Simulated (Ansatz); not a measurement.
Runs of Ansatz 0.2.0 on AlFe3B. The structure is cubic, space group Pm-3m (No. 221). Conventional cell: a = 3.822 Å, b = 3.822 Å, c = 3.822 Å, α = 90.00°, β = 90.00°, γ = 90.00°. Around Fe (site symmetry 4/mmm) lie 2 B at 1.91 Å. Around Al (site symmetry m-3m) lie 12 Fe at 2.70 Å. B (site symmetry m-3m) is surrounded by 6 Fe at 1.91 Å. The cell comes from a database or a generator and needn't be the stable form of this composition.

| task | level | cell | cutoff (eV) | gap on the mesh (eV) | pressure (GPa) | moment (μB) | V0 of scaled cells (Å³/atom) | relaxed volume (Å³/atom) | B0 (GPa) |
| --- | --- | --- | --- | --- | --- | --- | --- | --- | --- |
| equation of state | PBEsol | as given | 420 | - | - | - | 10.73 | - | 212 |
| equation of state | PBE | as given | 420 | - | - | - | 11.10 | - | 193 |
| relaxation of cell and atoms | r2SCAN | relaxed | 500 | none | 0.0 | (a) | - | (b) | - |
| relaxation of cell and atoms | LDA | relaxed | 420 | none | 0.0 | 3.68 | - | 10.38 | - |
| single point | PBE | as given | 420 | none | -1.2 | 4.11 | - | - | - |

Alike in all rows: potentials or basis Ansatz PAW; spin collinear, ferromagnetic start; k mesh 7 × 7 × 7; smearing fermi-dirac 0.05 eV.

Task: Estimate the missing entries.

Result: (a) 6.25; (b) 11.42.

Caveats: the PAW data sets come from PBE, with cores solved anew for the run's functional, which leaves a small shift of forces and pressure (some runs); the plane-wave basis is chosen anew once the cell has moved, so the energies of steps on either side of that aren't comparable (some runs); the magnetic or orbital state may not be the lowest (some runs).

A k mesh can miss the band edges.

A gap of «none» marks a metal or a gap under the smearing width.

Not every run made on this cell is shown here.
